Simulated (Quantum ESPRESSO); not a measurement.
## Cu: single point with LDA

Crystal: Cu.

```
Cu
1.0
     1.64000    2.31931    0.00000
    -1.64000    2.31931    0.00000
     0.00000    2.31931    1.60000
Cu
1
Cartesian
  0.0000 0.0000 0.0000
```

The cell was built by a generator and needn't be a form met in nature.

- Program: Quantum ESPRESSO 7.5
- Task: single point
- Functional: LDA
- Potentials or basis: GBRV 1.5 LDA
- Cutoff: 762 eV
- Density cutoff: 6095 eV
- k mesh: 16 × 16 × 16
- Occupations: methfessel-paxton, width 0.1 eV
- Spin: no spin polarisation
- Form of the LDA correlation: PZ81
- Mixing beta: 0.5
- Most SCF iterations: 120
- SCF threshold: 2e-10 Ry

```
Pressure               : -4.9 GPa
Band gap on the k mesh : none (metal or under the smearing width)
```

Stress tensor (GPa, compression positive):
```
  9.66   0.00   0.00
  0.00 -31.22   0.00
  0.00   0.00   7.00
```

Levels at points of the mesh, in eV from the Fermi level:
```csv
k point,band 7,band 8,band 9,band 10,band 11,band 12
"(0.00, 0.00, 0.00)",-3.33,-2.16,-2.11,-1.40,18.22,22.86
"(0.00, 0.00, -0.50)",-2.26,-1.76,-0.70,4.75,10.34,10.74
"(0.00, -0.50, 0.00)",-2.34,-1.64,-1.56,-0.55,4.25,13.10
"(-0.50, -0.50, 0.00)",-2.30,-1.83,-0.69,4.05,9.99,11.07
"(-0.50, -0.50, -0.50)",-1.96,-1.52,-1.52,-1.33,1.77,18.99
```

It took 2.9 min on 1 thread of Intel(R) Xeon(R) Platinum 8488C (Sapphire Rapids) (shared host), peak memory 0.17 GiB.
